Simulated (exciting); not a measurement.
PPd2, 3 atoms in the cell. It takes space group P6/mmm (No. 191, hexagonal). The conventional cell has a = 3.789 Å, b = 3.789 Å, c = 3.898 Å, α = 90.00°, β = 90.00°, γ = 120.00°. Around P (site symmetry 6/mmm) lie 6 Pd at 2.19 Å. Pd (site symmetry -6m2) has 3 Pd at 2.19 Å and 3 P at 2.19 Å as nearest neighbours. The cell was built by a generator and needn't be a form met in nature.

```yaml
Program: exciting (release sodium)
Task: single point
Functional: PBE
Potentials_or_basis: all-electron LAPW+lo, shipped species files, valence relativity iora*
rgkmax: 9
k_mesh: 8 × 8 × 7
Occupations: fermi-dirac, width 0.05 eV
Spin: no spin polarisation
gmaxvr_cutoff_of_density_and_potential: 14 1/bohr
lmaxapw_and_lmaxmat: 10
lmaxvr: 8
nempty: 20
Valence_relativity: iora*
epsengy: 1e-05 Ha
epspot: 1e-05 Ha
maxscl: 60
Muffin-tin_radii: P 1.98, Pd 1.98 bohr
```

Potentials or basis: all-electron LAPW+lo, shipped species files, valence relativity iora*.

Command:

```bash
$ OMP_NUM_THREADS=1 exciting_smp
```

Hardware: 1 thread of Arm Neoverse V2 (shared host).

How long does it take, and how much memory?

It took 4.7 min on 1 thread of Arm Neoverse V2, on a shared host, peak memory 0.17 GiB. Counts: scf iterations 15, plane waves 539.
